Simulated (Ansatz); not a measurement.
**CaO: a run for elastic constants**

The task is a run for elastic constants on CaO. The structure is shown as the input types it.

Method: DFT, LDA, PAW with Ansatz's default frozen-core files, scalar-relativistic; elastic constants from stresses of strained cells, in Ansatz 0.2.0.

**1. The starting structure**

The structure is cubic, space group Fm-3m (No. 225). Conventional cell: a = 4.708 Å, b = 4.708 Å, c = 4.708 Å, α = 90.00°, β = 90.00°, γ = 90.00°. Around Ca (site symmetry m-3m) lie 6 O at 2.35 Å. Around O (site symmetry m-3m) lie 6 Ca at 2.35 Å.

Structure file:

```cif
data_structure
_symmetry_space_group_name_H-M 'Fm-3m'
_symmetry_Int_Tables_number 225
_cell_length_a 4.7079
_cell_length_b 4.7079
_cell_length_c 4.7079
_cell_angle_alpha 90.000
_cell_angle_beta 90.000
_cell_angle_gamma 90.000
_cell_volume 104.35
loop_
_atom_site_label
_atom_site_type_symbol
_atom_site_symmetry_multiplicity
_atom_site_Wyckoff_symbol
_atom_site_fract_x
_atom_site_fract_y
_atom_site_fract_z
_atom_site_occupancy
Ca1 Ca 4 a 0.00000 0.00000 0.00000 1
O1 O 4 b 0.50000 0.00000 0.00000 1
```

**2. The calculation**

File input.yaml:

```yaml
crystal:
  lattice:
    - [0.0, 2.3539479, 2.3539479]
    - [2.3539479, 0.0, 2.3539479]
    - [2.3539479, 2.3539479, 0.0]
  atoms:
    - { symbol: Ca, position: [0.0, 0.0, 0.0] }
    - { symbol: O, position: [0.5, 0.5, 0.5] }
kpoints:
  mp_grid: { grid: [8, 8, 8] }
scf:
  occupations: { method: fixed }
  max_iter: 75
hamiltonian:
  xc: lda
  pseudopotentials: { kind: paw }
elastic:
  mode: relaxed_ion
  stencil: four_point
  amplitude: 0.003
basis:
  ecutwfc: "50 eV"
```

Started as:

```sh
ansatz run input.yaml --threads 1 --pin off --max-ram 2560MiB --backend cpu --events-out ev --progress --plain --runs-dir out
```

**Question.** How will this run end, and is anything wrong with its input?

The run converged and reported no error, with warnings (band overlap at count, cutoff below recommended, elastic stencil pairs disagree). It gives a pressure of -1430 GPa, which is large.

Look at the input: basis.ecutwfc is 50 eV. The basis cutoff is far too low: the plane waves can't represent the orbitals near the cores. The potentials' recommended cutoff is 420 eV.

The test: delete basis.ecutwfc (the default then holds).
